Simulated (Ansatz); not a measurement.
# FHISi+ (SMILES F[SiH+]I): single points off equilibrium

An exercise on one series of results from a longer session: the logs are not shown, and one member is left open.

Computed with Ansatz 0.2.0, Gaussian basis. Level: single points in def2-TZVPP.

Cores are frozen in the correlated methods. Filled d shells of the heavier atoms are correlated. Core potentials replace the inner electrons past krypton, and spin-orbit coupling is left out.

**Where the work starts**

SMILES `F[SiH+]I`, 4 atoms, charge 1, spin multiplicity 1.

Atoms are counted from 1 here; the program's logs count them from 0.

Bond lengths: F1–Si2 1.528 Å, Si2–I3 2.241 Å, Si2–H4 1.560 Å. Angles: F1–Si2–I3 128.4°, F1–Si2–H4 105.9°, I3–Si2–H4 125.7°.

As a file:

```xyz
4
FHISi
F    -1.2937   -0.2268    0.8528
Si   -0.0502    0.0125   -0.0024
I     2.0379   -0.7235    0.3409
H    -0.5168    0.8995   -1.1981
```

Set-up of the first run:

The input, run/in.yaml:

```yaml
crystal:
  periodic: [false, false, false]
  atoms:
    - {symbol: F, position_ang: [-1.293729, -0.226760, 0.852842]}
    - {symbol: Si, position_ang: [-0.050164, 0.012507, -0.002434]}
    - {symbol: I, position_ang: [2.037946, -0.723544, 0.340924]}
    - {symbol: H, position_ang: [-0.516754, 0.899525, -1.198082]}
basis:
  gaussian: {orbitals: def2-TZVPP}
total_charge: 1
hamiltonian: {xc: pbe, dispersion: d4}
output: {forces: true}
```

Run with:

```
> ansatz run in.yaml --threads 2 --pin off --events-out ev --progress --plain --max-ram 3481MiB
```

Among the steps run: PBE-D4/def2-TZVPP; r2SCAN-D4/def2-TZVPP; PBE0-D4/def2-TZVPP; wB97M-V/def2-TZVPP; CCSD(T)/def2-TZVPP.

One of the session's tables, all rows but one given; the rest of the session is left out.

```
   method  RMS force component (eV/Å)  angle to CCSD(T) forces (°)
   PBE-D4                           ?                            ?
r2SCAN-D4                       1.078                          2.1
  PBE0-D4                       1.047                          1.3
  wB97M-V                       1.112                          3.4
  CCSD(T)                       1.104                    reference
```

**Question.** Estimate the row for PBE-D4.

As computed: RMS force component (eV/Å): 1.167; angle to CCSD(T) forces (°): 15.0. In the column «RMS force component (eV/Å)» it is the highest.
